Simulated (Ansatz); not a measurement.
## ScCu and its elements: a formation energy from the elements

Computed with the Python package of Ansatz (0.2.0).

The script, `sccu.py`:
```python
from collections import Counter
import warnings

import ansatz as az
from ase import Atoms
import numpy as np
from tabulate import tabulate

FUNCTIONAL = 'LDA'
CUTOFF_EV = 520
K_SPACING = 0.26
SMEARING = 'fermi_dirac'
SMEARING_WIDTH = 0.1


def solve(name, crystal):
    calc = (
        crystal.calculation()
        .functional(FUNCTIONAL)
        .accuracy('medium')
        .scf(lower_state_search='light')
        .basis(CUTOFF_EV)
        .kpoints(spacing=K_SPACING)
        .occupations(SMEARING, width=SMEARING_WIDTH)
        .stress()
    )
    calc = calc.relax(force_tolerance=0.01, max_steps=40, fix_cell=['shape'])
    return calc.run(threads=1, backend='cpu')


def counts(outcome):
    return Counter(site.symbol for site in outcome.lattice.sites)

def formation_energy(outcome, mu):
    n = counts(outcome)
    return (outcome.report['energy_sigma0_ev'] - sum(k * mu[element] for element, k in n.items())) / sum(n.values())


def volume_per_atom(outcome):
    return abs(np.linalg.det(outcome.lattice.cell_ang)) / len(outcome.lattice.sites)

warnings.simplefilter('ignore', az.DeckWarning)

phases = {}
sccu = (
    az.Lattice.cubic(3.256)
    .space_group(221)
    .atom('Sc', (0.5, 0.5, 0.5))
    .atom('Cu', (0.0, 0.0, 0.0))
)
phases['ScCu'] = sccu
sc = (
    az.Lattice.of((3.309, 0.0, 0.0), (-1.6545, 2.86568, 0.0), (0.0, 0.0, 5.2733))
    .atom('Sc', (1 / 3, 2 / 3, 0.25))
    .atom('Sc', (2 / 3, 1 / 3, 0.75))
)
phases['Sc'] = sc
atoms = Atoms(
    ['Cu'],
    scaled_positions=[
        (0.0, 0.0, 0.0),
    ],
    cell=[
        (0.0, 1.8075, 1.8075),
        (1.8075, 0.0, 1.8075),
        (1.8075, 1.8075, 0.0),
    ],
    pbc=True,
)
cu = az.Crystal.from_ase(atoms)
phases['Cu'] = cu

done = {name: solve(name, crystal) for name, crystal in phases.items()}

references = {'Sc': 'Sc', 'Cu': 'Cu'}
mu = {element: done[name].report['energy_sigma0_ev'] / len(done[name].lattice.sites) for element, name in references.items()}

target = done['ScCu']
heat = formation_energy(target, mu)
rows = [(name, len(o.lattice.sites), volume_per_atom(o), formation_energy(o, mu)) for name, o in done.items()]
print(tabulate(rows, headers=['phase', 'atoms', 'V (A^3/atom)', 'E_form (eV/atom)'], floatfmt='.4f', tablefmt='plain'))
```

```console
$ python sccu.py
phase      atoms    V (A^3/atom)    E_form (eV/atom)
ScCu           2         15.8735             -0.2836
Sc             2         22.6095              0.0000
Cu             1         10.8864              0.0000
```

These settings explore the input space; cutoff and mesh may be short of convergence. The run is spin-unpolarised. For the metals among these phases the mesh is modest: differences between phases can be off by up to 40 meV an atom. Atoms and volume are relaxed with the cell's shape held, which in cells of lower than cubic symmetry can hide stresses and shift volumes. The cells come from databases of deposited and of computed structures, and not all need be stable phases. The compound is the structure given, not necessarily its lowest; energies are at zero temperature, with no correction for gases. A semilocal functional's error on such energies is often 0.05 to 0.1 eV an atom, and 0.1 to 0.3 eV against gases such as O2 or F2. The whole script took 19 s on 1 thread of Arm Neoverse V2 (shared host), peak memory 0.42 GiB.
